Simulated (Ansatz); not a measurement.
Run this with the Python package of Ansatz (0.2.0) and show what comes out.

The script, `run_edit.py`:
```python
import ansatz as az

KMESH = (10, 10, 3)
OCCUPATIONS = "fermi_dirac"
SMEARING_WIDTH = 0.2


def main() -> None:
    crystal = (
        az.Lattice.from_parameters(3.16059, 3.16059, 9.057575, alpha=90, beta=90, gamma=120)
        .space_group(187)
        .atom("In", (2 / 3, 1 / 3, 0.0))
        .atom("Au", (2 / 3, 1 / 3, 0.5))
        .atom("Au", (1 / 3, 2 / 3, 0.248395))
    )

    calculation = (
        crystal.calculation()
        .functional(az.Functional.LDA)
        .pseudopotentials("nc")
        .kpoints(*KMESH, center="gamma")
        .occupations(OCCUPATIONS, width=SMEARING_WIDTH)
        .mixing("msr1")
        .band_table()
    )
    typed = calculation.input()
    rows = []
    for value in [0.0001, 1e-06, 1e-08]:
        edited = typed.set(az.key.scf.convergence.dr2_threshold, value)
        summary = az.Session.from_dict(edited).plan().execute().report
        rows.append((value, summary["free_energy_ev"], summary["n_iterations"], len(summary["eigenvalues_ev"][0]) if "eigenvalues_ev" in summary else 0))
    for row in rows:
        print("; ".join(f"{name} = {round(v, 4) if isinstance(v, float) else v}" for name, v in zip(["threshold eV", "F eV", "iterations", "bands listed"], row)))


if __name__ == "__main__":
    main()
```

```console
$ python run_edit.py
DeckWarning: basis.ecutwfc = 1034.032677 eV, auto-derived from the records' recommended cutoffs: set by Au (normal level)
threshold eV = 0.0001; F eV = -13848.0002; iterations = 8; bands listed = 43
threshold eV = 0.0; F eV = -13848.0002; iterations = 10; bands listed = 43
threshold eV = 0.0; F eV = -13848.0002; iterations = 12; bands listed = 43
```
(Warnings from the package without file and line, repeats left out.)

What to keep in mind:
- The settings weren't tested for convergence.
- For a metal this k-point mesh is coarse: on a finer one energies can move by several to tens of meV an atom and pressures by half a GPa or more, differences at one mesh by less.
- The smearing is wide enough that free energy and stress hold a thermal part of the electrons.
- Spin-orbit coupling, which matters for elements this heavy, is left out.
- This cell is a computed structure, which may not be the phase found in nature.
- Timing: 110 s on 1 thread of Arm Neoverse V1, on a shared host, peak memory 0.51 GiB.
